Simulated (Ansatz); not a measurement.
# FGeH5OSi: one species, many methods

One table from this session's results is given with a row withheld; the runs are named, their logs left out.

Computed with Ansatz 0.2.0, Gaussian basis. Level: functionals in def2-TZVPP, the program's frozen cores in correlated methods.

Plan: LDA (SPW92), PBE-D4, revPBE-D4, BLYP-D4, r2SCAN-D4, B97M-V, PBE0-D4, B3LYP-D4, r2SCANh-D4, r2SCAN0-D4, HSE06-D4, BHLYP-D4, CAM-B3LYP-D4, LC-ωPBE, ωB97X-V, ωB97M-V, B2PLYP, PBE-QIDH; CCSD(T)/def2-SVP; CCSD(T)/def2-TZVPP; MP2/def2-QZVPP; extrapolation to the limit; RPA on PBE.

## Structure used throughout

All runs share one geometry, relaxed beforehand with PBE0-D4 in a triple-zeta def2 set.

SMILES `[OH][GeH]([F])[SiH3]`, 9 atoms, charge 0, spin multiplicity 1.

Atoms are counted from 1 here; the program's logs count them from 0.

Bond lengths: O1–Ge2 1.770 Å, O1–H5 0.960 Å, Ge2–F3 1.749 Å, Ge2–Si4 2.381 Å, Ge2–H6 1.543 Å, Si4–H7 1.484 Å, Si4–H8 1.485 Å, Si4–H9 1.483 Å. Angles: Ge2–O1–H5 113.4°, O1–Ge2–F3 106.7°, O1–Ge2–Si4 106.9°, O1–Ge2–H6 110.3°, F3–Ge2–Si4 108.2°, F3–Ge2–H6 103.8°, Si4–Ge2–H6 120.2°, Ge2–Si4–H7 108.6°, Ge2–Si4–H8 108.8°, Ge2–Si4–H9 108.8°, H7–Si4–H8 109.7°, H7–Si4–H9 110.4°, H8–Si4–H9 110.5°.

The first run:

in.yaml reads:

```yaml
crystal:
  periodic: [false, false, false]
  atoms:
    - {symbol: O, position_ang: [-0.798026, 0.416757, 1.786092]}
    - {symbol: Ge, position_ang: [-0.741836, 0.451231, 0.017481]}
    - {symbol: F, position_ang: [-0.479163, 2.117067, -0.444668]}
    - {symbol: Si, position_ang: [1.166849, -0.812964, -0.638445]}
    - {symbol: H, position_ang: [-1.565767, 0.863053, 2.151910]}
    - {symbol: H, position_ang: [-2.130732, 0.122278, -0.568261]}
    - {symbol: H, position_ang: [1.310790, -0.720791, -2.112936]}
    - {symbol: H, position_ang: [0.962770, -2.229249, -0.242871]}
    - {symbol: H, position_ang: [2.363615, -0.253681, 0.034600]}
basis:
  gaussian: {orbitals: def2-TZVPP}
hamiltonian: {xc: lda}
output: {orbitals: {seedname: orbitals}}
```

On the command line:

```console
$ ansatz run in.yaml --threads 4 --pin off --events-out ev --progress --plain --max-ram 10444MiB
```

Steps of the session up to this table: LDA; PBE-D4 (GGA); revPBE-D4 (GGA); BLYP-D4 (GGA); r2SCAN-D4 (meta-GGA); B97M-V (meta-GGA); PBE0-D4 (hybrid); B3LYP-D4 (hybrid); r2SCANh-D4 (hybrid); r2SCAN0-D4 (hybrid); HSE06-D4 (hybrid); BHLYP-D4 (hybrid); CAM-B3LYP-D4 (range-separated); LC-ωPBE (range-separated); ωB97X-V (range-separated); ωB97M-V (range-separated); B2PLYP (double hybrid); PBE-QIDH (double hybrid).

One of the session's tables, all rows but one given; the rest of the session is left out.

```
  functional  HOMO (eV)  gap (eV)
 LDA (SPW92)      -7.35      6.00
      PBE-D4      -7.24      6.12
   revPBE-D4          ?         ?
     BLYP-D4      -7.14      6.13
   r2SCAN-D4      -7.58      6.72
      B97M-V      -7.71      6.69
     PBE0-D4      -8.56      8.26
    B3LYP-D4      -8.35      7.84
  r2SCANh-D4      -8.06      7.50
  r2SCAN0-D4      -8.76      8.62
    HSE06-D4      -8.16      7.49
    BHLYP-D4      -9.72     10.27
CAM-B3LYP-D4      -9.87     10.58
     LC-ωPBE     -11.17     13.04
     ωB97X-V     -10.85     12.58
     ωB97M-V     -10.65     12.10
```

Estimate the missing values for revPBE-D4.

The run gave: HOMO (eV): -7.20; gap (eV): 6.18. In the column «HOMO (eV)» it lies between PBE-D4 (-7.24) and BLYP-D4 (-7.14).
